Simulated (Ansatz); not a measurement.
Working through the interaction energy of a dimer with the counterpoise correction of CH3I, SMILES CI

With Ansatz's Python interface.

Run as a notebook:

**Cell 1**
```python
import ansatz as az
```

**Cell 2**
```python
FIRST = [
    ("C", (-0.0064, -0.1694, 0.1416)),
    ("I", (0.3632, 1.381, -1.2882)),
    ("H", (0.7036, -0.8786, 0.1339)),
    ("H", (-0.0662, 0.3052, 1.1334)),
    ("H", (-0.9943, -0.6383, -0.1205)),
]
SECOND = [
    ("C", (-1.5308, -1.8506, -1.934)),
    ("I", (-2.4969, -2.8673, -3.5519)),
    ("H", (-1.9251, -0.9449, -1.7571)),
    ("H", (-1.6208, -2.4908, -1.0426)),
    ("H", (-0.4482, -1.7298, -2.213)),
]
```

**Cell 3**
```python
def energy(atoms, ghosts=()):
    molecule = az.Crystal.molecule()
    for symbol, xyz in atoms:
        molecule = molecule.atom(symbol, xyz)
    calc = (
        molecule.calculation()
        .basis(gaussian="def2-SVP")
        .functional("pbe0")
    )
    deck = calc.input()
    if ghosts:
        deck = deck.set(az.key.basis.gaussian.ghost_atoms, [{"symbol": s, "position_ang": list(xyz)} for s, xyz in ghosts])
    return az.Session.from_dict(deck).plan().execute().report["free_energy_ev"]
```

**Cell 4**
```python
# ghost atoms carry the functions of the partner
both = energy(FIRST + SECOND)
alone = energy(FIRST) + energy(SECOND)
ghosted = energy(FIRST, SECOND) + energy(SECOND, FIRST)
print(f"dimer {both:.6f} eV")
print(f"interaction, uncorrected   {(both - alone):8.3f} eV")
print(f"interaction, counterpoise  {(both - ghosted):8.3f} eV")
print(f"basis-set superposition    {(alone - ghosted):8.3f} eV")
```
Output:
```text
dimer -18369.247151 eV
interaction, uncorrected      0.134 eV
interaction, counterpoise     0.155 eV
basis-set superposition       0.021 eV
```

Uncorrected it is 0.134 eV, with the counterpoise correction 0.155 eV; the difference, 0.021 eV, is the superposition error. In this basis both values are repulsive.

Total energies depend on the basis set; only differences at equal settings carry meaning. The dimer is a generated trial pose of unrelaxed monomers, not a minimum, so the figure is no binding energy, and the basis set is small. def2 sets replace the cores of elements past krypton by effective core potentials. This level lacks the dispersion part of the attraction (electrostatics and induction are there), which can decide the sign where the interaction is weak. It ran for 13 s on 1 thread of Arm Neoverse V2, with other jobs on the host, peak memory 0.32 GiB.
